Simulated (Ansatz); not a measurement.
# MoS2: relaxation and properties

This session takes MoS2 and sets out to relax cell and atoms, compute bands, density of states and charges and locate the band edges and the effective masses.

Program: Ansatz 0.2.0. Level of theory: DFT PBEsol, scalar-relativistic, plane waves, PAW. These are calculated values, not measurements.

**1. The structure to begin with**

Symmetry: P-3m1, No. 164, trigonal system. Conventional cell: a = 3.184 Å, b = 3.184 Å, c = 34.479 Å, α = 90.00°, β = 90.00°, γ = 120.00°. Mo (site symmetry 3m) is surrounded by 6 S at 2.41 Å. S (site symmetry 3m) has 3 Mo at 2.41 Å in its first shell of neighbours.

Coordinates:

```
CELL_PARAMETERS angstrom
3.18372 0.00000 0.00000
-1.59186 2.75718 0.00000
0.00000 0.00000 34.47924
ATOMIC_POSITIONS crystal
Mo 0.66667 0.33333 0.90644
Mo 0.66667 0.33333 0.27910
Mo 0.33333 0.66667 0.72090
Mo 0.33333 0.66667 0.09356
S 0.33333 0.66667 0.95145
S 0.33333 0.66667 0.32409
S 0.66667 0.33333 0.76591
S 0.66667 0.33333 0.13857
S 0.33333 0.66667 0.86143
S 0.33333 0.66667 0.23409
S 0.66667 0.33333 0.67591
S 0.66667 0.33333 0.04855
```

The structure comes from the Materials Project (structure only).

(A quick probe on a coarse mesh, which set the mesh and smearing, is not shown.)

**3. Full relaxation**

Input file input.yaml:

```yaml
crystal:
  lattice:
    - [3.1837189491, 0.0, 0.0]
    - [-1.5918594745, 2.7571814884, 0.0]
    - [0.0, 0.0, 34.47923848]
  atoms:
    - { symbol: Mo, position: [0.66666667, 0.33333333, 0.90644437] }
    - { symbol: Mo, position: [0.66666667, 0.33333333, 0.27909697] }
    - { symbol: Mo, position: [0.33333333, 0.66666667, 0.72090303] }
    - { symbol: Mo, position: [0.33333333, 0.66666667, 0.09355563] }
    - { symbol: S, position: [0.33333333, 0.66666667, 0.9514537] }
    - { symbol: S, position: [0.33333333, 0.66666667, 0.32408825] }
    - { symbol: S, position: [0.66666667, 0.33333333, 0.76591034] }
    - { symbol: S, position: [0.66666667, 0.33333333, 0.13856869] }
    - { symbol: S, position: [0.33333333, 0.66666667, 0.86143131] }
    - { symbol: S, position: [0.33333333, 0.66666667, 0.23408966] }
    - { symbol: S, position: [0.66666667, 0.33333333, 0.67591175] }
    - { symbol: S, position: [0.66666667, 0.33333333, 0.0485463] }
basis:
  ecutwfc: 420
kpoints:
  mp_grid: { grid: [12, 12, 1] }
hamiltonian:
  xc: pbesol
scf:
  occupations: { method: gaussian, width: 0.02 }
output:
  forces: true
  stress: true
  eigenvalues: true
  write_density: true
  write_potential: true
  elf: true
  volumetric_format: npy
relax:
  adjacent_minimum: "off"
  f_tol: 0.005
  max_steps: 80
  cell: { stress_tol: 0.05 }
```

Launch:

```bash
> ansatz run input.yaml --threads 2 --pin off --max-ram 5120MiB --backend cpu --events-out ev --progress --plain --runs-dir out
```

Further runs follow: static run: bands, density of states and charges; seeking the band edges over the whole zone; levels beside the edges.

**Question.** What will these runs give? Wanted: relaxed cell; volume; formation energy; gap; gap over the zone; valence top, conduction bottom; hole masses; electron masses.

**Answer**, as computed:

```
                                                               quantity                                                                                   value
                                                           relaxed cell             a = 3.141 Å, b = 3.141 Å, c = 34.071 Å, α = 90.00°, β = 90.00°, γ = 120.00°
                                                   space group (0.01 Å)                                                                         P-3m1 (No. 164)
                                                                 volume                                                                           24.26 Å³/atom
formation energy (elements from runs with the same settings, not shown)                                                                           -0.97 eV/atom
                                                                    gap                                                           1.11 eV, indirect on the path
                                                      gap over the zone                                                                       1.10 eV, indirect
                          valence top, conduction bottom (fractional k)                                            (0.000, 0.000, 0.000), (0.177, 0.177, 0.000)
                                                            hole masses  0.96 to 1.91 m0 along the directions sampled, bands without a fitted extremum left out
                                                        electron masses  0.57 to 1.41 m0 along the directions sampled, bands without a fitted extremum left out
```

In words: Relaxation lowered the volume by 3.8 %. The gap is 1.11 eV, with the valence top at Γ and the conduction bottom between K and Γ on the path. Of the projected weight, the top eV of the valence band is Mo 4d (65 %) and S 3p (33 %), and the lowest eV of the conduction band Mo 4d (65 %) and S 3p (32 %). The curvatures give 0.57 to 1.41 m0 for electrons and 0.96 to 1.91 m0 for holes. These cover the sampled directions only, and leave out those where a band is flat or has no extremum. The cell holds empty space of several Å, a single layer or slab in vacuum, so volume, pressure and the long edge depend on that space.
